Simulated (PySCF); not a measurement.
# C7H6Cl: the cost of one run

Computed with PySCF 2.14.0 and routines of our own; the level stands in each step. Atoms count from 0.

### 1 The starting structure

14 atoms, charge 0, multiplicity 2; geometry from: GFN2-xTB.

### 2 Open-shell or spin-flip excitations: unrestricted TDDFT PBE0/def2-SVPD

What the job is given:

```
{"job": {"kind": "uabs", "xc": "PBE0", "basis": "def2-SVPD", "nstates": 10, "tda": false}, "charge": 0, "multiplicity": 2}
C     -2.233972    -0.497179    -0.033505
C     -0.889652    -0.208366    -0.017487
C      0.081212    -1.203078    -0.341254
C      1.423382    -0.936068    -0.329044
C      1.887278     0.336481     0.003482
C      0.981184     1.338890     0.324764
C     -0.370321     1.080506     0.315689
Cl    -1.459400     2.354462     0.720169
H     -2.973905     0.242565     0.208165
H     -2.578239    -1.482065    -0.290332
H     -0.279644    -2.187327    -0.599281
H      2.131749    -1.712206    -0.578570
H      2.945243     0.546897     0.012860
H      1.334409     2.326015     0.582180
```

With the program's defaults for keys left out, this is: unrestricted TDDFT PBE0/def2-SVPD, vertical, gas phase, core orbitals frozen in the response.

Run with:

```
OMP_NUM_THREADS=1 python excited_run.py task.json out
```

The driver reads the jobs from task.json and runs them one after another.

Q: Estimate the wall time and peak memory of this first job on 1 thread of Arm Neoverse N1, shared host.

About 2.6 min, with a peak of 0.78 GiB.
